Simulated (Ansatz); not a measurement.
# C2H3F2NSi: the cost of one run

Method: the settings change from run to run; program: Ansatz 0.2.0, Gaussian basis.

### 1 The geometry

The structure was relaxed beforehand with PBE0-D4 in a triple-zeta def2 set.

SMILES `C[Si](F)(F)C#N`, 9 atoms, charge 0, spin multiplicity 1.

Atoms are counted from 1 here; the program's logs count them from 0.

Bond lengths: C1–Si2 1.827 Å, C1–H7 1.092 Å, C1–H8 1.092 Å, C1–H9 1.093 Å, Si2–F3 1.579 Å, Si2–F4 1.579 Å, Si2–C5 1.845 Å, C5–N6 1.151 Å. Angles: Si2–C1–H7 110.5°, Si2–C1–H8 110.4°, Si2–C1–H9 110.4°, H7–C1–H8 108.4°, H7–C1–H9 108.5°, H8–C1–H9 108.5°, C1–Si2–F3 112.0°, C1–Si2–F4 112.0°, C1–Si2–C5 112.0°, F3–Si2–F4 107.8°, F3–Si2–C5 106.4°, F4–Si2–C5 106.4°, Si2–C5–N6 176.9°.

### 2 RPA/cc-pVDZ

Set apart from the defaults: high accuracy.

Input file in.yaml:

```yaml
crystal:
  periodic: [false, false, false]
  atoms:
    - {symbol: C, position_ang: [-0.467193, -0.914370, 0.730812]}
    - {symbol: Si, position_ang: [0.507257, 0.026012, -0.496243]}
    - {symbol: F, position_ang: [2.052575, -0.004849, -0.173328]}
    - {symbol: F, position_ang: [0.309371, -0.530535, -1.960599]}
    - {symbol: C, position_ang: [0.021638, 1.805511, -0.545842]}
    - {symbol: N, position_ang: [-0.323444, 2.903376, -0.532375]}
    - {symbol: H, position_ang: [-0.319773, -0.502887, 1.731734]}
    - {symbol: H, position_ang: [-1.531629, -0.865698, 0.491034]}
    - {symbol: H, position_ang: [-0.160302, -1.962861, 0.737708]}
basis:
  gaussian: {orbitals: cc-pVDZ}
hamiltonian: {xc: {name: PBE0}}
correlation: {method: rpa}
accuracy: high
```

Started as:

```bash
> ansatz run in.yaml --threads 4 --pin off --events-out ev --progress --plain --max-ram 10444MiB
```

**Question.** How long does this run take on 4 threads of Arm Neoverse V2, shared host, and how much memory does it need?

About 4.2 s, with a peak of 0.43 GiB.
